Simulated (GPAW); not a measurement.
A run of GPAW 26.7.0:

Contents of run.py:

```python
from ase import Atoms
from ase.dft.bandgap import bandgap
from ase.io import write
from ase.units import GPa
from ase.parallel import parprint
from gpaw import GPAW, PW, setup_paths

setup_paths.insert(0, '.')

atoms = Atoms(['Te', 'Te', 'Te', 'Te', 'Te', 'Sb', 'Sb', 'Ge', 'Ge'],
              cell=[[4.2940644248, 0.0, 0.0],
                    [-2.1470322124, 3.7187688774, 0.0],
                    [0.0, 0.0, 17.101346]],
              scaled_positions=[[0.6666666667, 0.3333333333, 0.419892],
                                [0.3333333333, 0.6666666667, 0.580108],
                                [0.3333333333, 0.6666666667, 0.201542],
                                [0.6666666667, 0.3333333333, 0.798458],
                                [0.0, 0.0, 0.0],
                                [0.0, 0.0, 0.320068],
                                [0.0, 0.0, 0.679932],
                                [0.6666666667, 0.3333333333, 0.102895],
                                [0.3333333333, 0.6666666667, 0.897105]],
              pbc=True)

calc = GPAW(mode=PW(600),
            xc='PBEsol',
            kpts={'size': (5, 5, 1), 'gamma': True},
            occupations={'name': 'fermi-dirac', 'width': 0.05},
            nbands=56,
            convergence={'density': 1e-05, 'energy': 1e-05},
            maxiter=150,
            txt='gpaw.txt')
atoms.calc = calc
energy = atoms.get_potential_energy()
forces = atoms.get_forces()
stress = atoms.get_stress()
calc.write('gs.gpw')
write('result.traj', atoms)
parprint(f'Energy: {energy:.6f} eV')
parprint('Forces (eV/A):')
parprint(forces.round(4))
parprint('Stress (GPa):', (stress / GPa).round(3))
parprint('Fermi level:', round(calc.get_fermi_level(), 4), 'eV')
parprint(f'Gap: {bandgap(calc)[0]:.4f} eV, direct: {bandgap(calc, direct=True)[0]:.4f} eV')

path = atoms.cell.bandpath('GMKGALHA,LM,KH', npoints=100, eps=1e-4)
bs_calc = calc.fixed_density(kpts=path, symmetry='off', nbands=98,
                             convergence={'bands': 'CBM+6.0', 'eigenstates': 1e-6}, txt='bands.txt')
bs = bs_calc.band_structure()
bs.write('bs.json')
parprint(f'Gap on the path: {bandgap(bs_calc)[0]:.4f} eV')
```

Potentials or basis: PAW data sets generated in the run's folder for this functional, pw.

Command:

```bash
$ gpaw-setup -f PBEsol Ge Sb Te
$ OMP_NUM_THREADS=1 mpirun -n 4 gpaw python run.py
```

Hardware: 4 MPI ranks on Intel(R) Xeon(R) 6975P-C (Granite Rapids), on a shared host.

Estimate the wall time of this run.

Wall time 2.7 min on 4 MPI ranks on Intel(R) Xeon(R) 6975P-C (Granite Rapids), with other jobs on the host, peak memory 0.78 GiB a rank. Counts: scf iterations 19, plane waves 9151, bands 56, k points 5.
